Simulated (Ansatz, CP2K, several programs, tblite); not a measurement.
Energy against volume for an ordered 4-atom cell of BeGeSb2 on the zincblende lattice (P-4m2), at fixed shape and fractional coordinates, computed by several methods (PBE and r2SCAN, where shown, with plane waves in Ansatz); the cell shown is that of r2SCAN. With free coordinates or axes held, a curve is too stiff, and on another method's shape its minimum isn't the method's own volume. Space group P-4m2 (No. 115), tetragonal; a = 4.175 Å, c = 5.835 Å in the conventional setting, 25.42 Å³ an atom. Be is surrounded by 4 Sb at 2.45 Å; Sb is surrounded by 2 Be at 2.45 Å and 2 Ge at 2.65 Å; Ge is surrounded by 4 Sb at 2.65 Å. (Calculated; spin-unpolarised; the phase may be known or hypothetical.) Energies count from each curve's lowest point; fits are third-order Birch-Murnaghan.

```cif
data_structure
_symmetry_space_group_name_H-M 'P-4m2'
_symmetry_Int_Tables_number 115
_cell_length_a 4.1745
_cell_length_b 4.1745
_cell_length_c 5.8347
_cell_angle_alpha 90.000
_cell_angle_beta 90.000
_cell_angle_gamma 90.000
_cell_volume 101.68
loop_
_atom_site_label
_atom_site_type_symbol
_atom_site_symmetry_multiplicity
_atom_site_Wyckoff_symbol
_atom_site_fract_x
_atom_site_fract_y
_atom_site_fract_z
_atom_site_occupancy
Be1 Be 1 a 0.00000 0.00000 0.00000 1
Sb1 Sb 2 g 0.00000 0.50000 0.21944 1
Ge1 Ge 1 c 0.50000 0.50000 0.50000 1
```

light PBE (260 eV, its own mesh), on the shape of the cell shown:
```tsv
V (Å³/atom)	E (meV/atom)
23.386	139.48
24.403	81.62
25.420	68.36
26.436	58.15
27.453	0.00
28.470	28.70
```
The points scatter about a smooth fit, as a low cutoff and a light mesh can make them, so no fit is quoted.

PBE/SZV (CP2K), on the shape of the cell shown:

| V (Å³/atom) | E (meV/atom) |
| --- | --- |
| 22.369 | 272.47 |
| 23.895 | 155.51 |
| 25.420 | 60.06 |
| 26.945 | 7.12 |
| 28.470 | 0.00 |

The lowest point is an end point, so the minimum isn't bracketed.

PBE, on the shape of its own relaxed cell:
```
V (Å³/atom)  E (meV/atom)
     24.404         17.71
     25.183          4.23
     25.962          0.00
     26.741          3.56
     27.520         13.67
```
V₀ = 25.97 Å³ an atom and B₀ = 53 GPa.

PBE/DZVP (CP2K), on the shape of the cell shown:

| V (Å³/atom) | E (meV/atom) |
| --- | --- |
| 22.369 | 98.04 |
| 23.895 | 52.55 |
| 25.420 | 8.96 |
| 26.945 | 0.00 |
| 28.470 | 37.99 |

The fit gives a pressure derivative B′ of -5.3, outside the usual 2 to 7: a trait of the method or a rough curve, so no modulus is quoted.

GFN1-xTB (tblite), on the shape of the cell shown, as a cluster of 32 atoms at the zone centre:
```
V (Å³/atom)  E (meV/atom)
     22.369         82.19
     23.895         15.40
     25.420          0.00
     26.945         18.08
     28.470         59.39
```
V₀ = 25.26 Å³ an atom and B₀ = 61 GPa.
